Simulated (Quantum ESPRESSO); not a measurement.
The system is Ge.

```
Ge
1.0
     0.00000    2.82900    2.82900
     2.82900    0.00000    2.82900
     2.82900    2.82900    0.00000
Ge
2
Direct
  0.00000 0.00000 0.00000
  0.25000 0.25000 0.25000
```

| Quantity | Value |
| --- | --- |
| Program | Quantum ESPRESSO 7.5 |
| Task | phonons |
| Functional | PBE |
| Potentials or basis | PseudoDojo 0.4.1 SR PBE standard |
| Cutoff | 1061 eV |
| Density cutoff | 4245 eV |
| k mesh | 12 × 12 × 12 |
| Occupations | fermi-dirac, width 0.05 eV |
| Spin | no spin polarisation |
| Mixing beta | 0.5 |
| Most SCF iterations | 120 |
| SCF threshold | 4e-10 Ry |

Question: What is the highest optical frequency at the zone centre?

Answer: 293 cm⁻¹, a mode of symmetry T2g (Raman).

Optical modes at Γ, degenerate ones joined:
```csv
cm⁻¹,components,symmetry,active in
293,3,T2g,Raman
```

Caveat: the cell is more than 3 GPa from zero pressure, which shifts response properties.
